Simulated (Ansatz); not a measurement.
HfB under changes of volume

One of the cells (12.326 Å³/atom); the others are scaled copies at fixed shape and fractional positions:

```
Hf B
1.0
     0.00000    2.31000    2.31000
     2.31000    0.00000    2.31000
     2.31000    2.31000    0.00000
Hf B
1 1
Direct
  0.50000 0.50000 0.50000
  0.00000 0.00000 0.00000
```

| Item | Value |
| --- | --- |
| Program | Ansatz 0.2.0 |
| Functional | PBEsol |
| Potentials or basis | all-electron LAPW, scalar-relativistic |
| Cutoff | 307 eV (chosen from the basis error) |
| Basis error allowed | 0.0005 eV/atom |
| k mesh | 10 × 10 × 10 |
| Occupations | fermi-dirac, width 0.05 eV |
| Spin | no spin polarisation |

```tsv
volume (Å³/atom)	energy over the lowest point (meV/atom)	pressure (GPa)
11.587	219.82	41.3
11.833	161.63	34.7
12.080	113.13	28.7
12.326	73.44	23.3
12.573	?	?
12.819	17.55	13.7
13.066	0.00	9.5
```

Problem. What does the run at 12.573 Å³/atom give?

Solution. Energy over the lowest point 41.81 meV/atom; pressure 18.2 GPa.

Worked out: A Birch-Murnaghan fit of order 3 (a polynomial in V^(-2/3)) to the other rows has no minimum within the range. It gives 41.77 meV/atom at 12.573 Å³/atom, against the run's 41.81, and -dE/dV = 18.1 GPa, against 18.2.

Energies are extrapolated to zero smearing.
